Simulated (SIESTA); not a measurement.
The system is Ba2Tl5V3O12.

```
Ba V Tl O
1.0
     4.23698    2.44622    6.12840
    -4.23698    2.44622    6.12840
     0.00000   -4.89244    6.12840
Ba V Tl O
2 3 5 12
Direct
  0.50000 0.50000 0.50000
  0.00000 0.00000 0.00000
  0.50000 0.50000 0.00000
  0.00000 0.50000 0.50000
  0.50000 0.00000 0.50000
  0.00000 0.00000 0.50000
  0.50000 0.00000 0.00000
  0.00000 0.50000 0.00000
  0.74045 0.74045 0.74045
  0.25955 0.25955 0.25955
  0.71652 0.08089 0.41242
  0.41242 0.71652 0.08089
  0.08089 0.41242 0.71652
  0.58757 0.91911 0.28348
  0.91911 0.28348 0.58757
  0.28348 0.58757 0.91911
  0.28348 0.91911 0.58757
  0.58757 0.28348 0.91911
  0.91911 0.58757 0.28348
  0.41242 0.08089 0.71652
  0.08089 0.71652 0.41242
  0.71652 0.41242 0.08089
```

The cell was built by a generator and needn't be a form met in nature.

Base run:

- Program: SIESTA 5.4.2
- Functional: BLYP
- Potentials or basis: PseudoDojo 0.4 standard (PBE files)
- Basis: DZP (energy shift 0.003 Ry; two zetas on semicore shells; d shell added on Ba)
- Grid cutoff: 800 Ry
- Energy shift: 0.003 Ry
- k mesh: 4 × 4 × 4
- Occupations: fermi-dirac, width 0.05 eV
- Spin: collinear spin, ferromagnetic start
- Starting moments: [0.0, 0.0, 2.0, 2.0, 2.0, 0.0, 0.0, 0.0, 0.0, 0.0, 0.0, 0.0, 0.0, 0.0, 0.0, 0.0, 0.0, 0.0, 0.0, 0.0, 0.0, 0.0] μB

Its results: band gap on the k mesh none (metal or under the smearing width); pressure 5.6 GPa; net moment 1.07 μB per cell; site moments Ba -0.00; V +0.42; Tl -0.03, +0.08; O -0.02 μB; largest force 0.460 eV/Å.

Task: The run is repeated on the same cell with these changes: functional from BLYP to PBE. What comes out?

Result: Band gap on the k mesh none (metal or under the smearing width); pressure 1.4 GPa; net moment 1.09 μB per cell; site moments Ba -0.00, -0.01; V +0.44; Tl -0.03, +0.08; O -0.03 μB; largest force 0.232 eV/Å.

PBE binds more tightly than BLYP, so the same cell stands under less pressure.

Caveats: this set's barium file shifts pressures by up to 1 GPa against other sets; the basis of atomic orbitals isn't converged, which shifts pressures, moduli and gaps; semilocal functionals often make such compounds metallic where correlation or magnetic order opens a gap, which also shifts bond lengths; the potentials were made for another functional, which shifts forces and pressure (some runs).

Not every run made on this cell is shown here.
